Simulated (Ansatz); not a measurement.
# GeH₃I: basis-set convergence

One table from this session's results is given with a row withheld; the runs are named, their logs left out.

Method: one geometry, several basis sets; program: Ansatz 0.2.0, Gaussian basis.

Levels to be run: PBE0-D4/def2-SVP; ωB97M-V/def2-SVP; PBE0-D4/def2-QZVPP; ωB97M-V/def2-QZVPP; the functionals' def2-TZVPP values are taken from earlier runs.

### The relaxed structure

The geometry comes from an earlier relaxation with PBE0-D4 in a triple-zeta def2 set; it is a stationary point. I takes the def2 core potential; no spin-orbit term is included.

SMILES `[GeH3][I]`, 5 atoms, charge 0, spin multiplicity 1.

Atoms are counted from 1 here; the program's logs count them from 0.

Bond lengths: Ge1–I2 2.514 Å, Ge1–H3 1.532 Å, Ge1–H4 1.532 Å, Ge1–H5 1.532 Å. Angles: I2–Ge1–H3 107.5°, I2–Ge1–H4 107.5°, I2–Ge1–H5 107.5°, H3–Ge1–H4 111.3°, H3–Ge1–H5 111.3°, H4–Ge1–H5 111.3°.

The first run:

The input, in.yaml:

```yaml
crystal:
  periodic: [false, false, false]
  atoms:
    - {symbol: Ge, position_ang: [-0.009335, 0.021044, -0.230426]}
    - {symbol: I, position_ang: [0.205697, -0.377097, 2.242655]}
    - {symbol: H, position_ang: [-0.354624, 1.499913, -0.431655]}
    - {symbol: H, position_ang: [-1.128151, -0.887971, -0.748800]}
    - {symbol: H, position_ang: [1.336313, -0.329489, -0.873174]}
basis:
  gaussian: {orbitals: def2-SVP}
hamiltonian: {xc: pbe0, dispersion: d4}
output: {orbitals: {seedname: orbitals}}
```

Command:

```console
> ansatz run in.yaml --threads 4 --pin off --events-out ev --progress --plain --max-ram 10444MiB
```

Among the steps run: PBE0-D4 in def2-SVP; ωB97M-V in def2-SVP; PBE0-D4 in def2-QZVPP; ωB97M-V in def2-QZVPP.

One table of the session follows, with a row left open; its other results are not shown here.

It belongs to the step «Density functionals: the series». 

```
functional       basis  HOMO (eV)
   PBE0-D4    def2-SVP      -7.51
   PBE0-D4  def2-TZVPP      -7.59
   PBE0-D4  def2-QZVPP      -7.59
   ωB97M-V    def2-SVP      -9.60
   ωB97M-V  def2-TZVPP          ?
   ωB97M-V  def2-QZVPP      -9.71
```

**Question.** Estimate the row for ωB97M-V, def2-TZVPP.

As computed: HOMO (eV): -9.70. In the column «HOMO (eV)» it lies between ωB97M-V, def2-QZVPP (-9.71) and ωB97M-V, def2-SVP (-9.60).
